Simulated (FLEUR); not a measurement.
**GaGe: equation of state with PBE**

GaGe:

```
Ge Ga
1.0
     0.00000    2.89784    2.89784
     2.89784    0.00000    2.89784
     2.89784    2.89784    0.00000
Ge Ga
1 1
Direct
  0.00000 0.00000 0.00000
  0.25000 0.25000 0.25000
```

The cell comes from a database or a generator and needn't be the stable form of this composition.

```yaml
Program: FLEUR MaX-R8.1 (later development tree)
Task: equation of state
Functional: PBE
Potentials_or_basis: all-electron
Basis: FLAPW
Kmax: 4.6 1/bohr
k_mesh: 8 × 8 × 8
Occupations: fermi-dirac, width 0.05 eV
Spin: no spin polarisation
Gmax: 14.3 1/bohr
Muffin-tin_radii: Ge 2.13, Ga 2.13 bohr
lmax: Ge 9, Ga 9
lnonsphr: Ge 9, Ga 9
Local_orbitals_a_species: Ge 6, Ga 6
```

The equilibrium volume is 24.45 Å³/atom and the bulk modulus is 48 GPa. The pressure derivative of the bulk modulus is 5.1 (rough: it moves with the points fitted).

Energy against volume, from the lowest point:
```tsv
volume (Å³/atom)	energy (meV/atom)
22.875	17.27
23.361	7.84
24.335	0.00
25.308	4.18
25.795	9.95
```
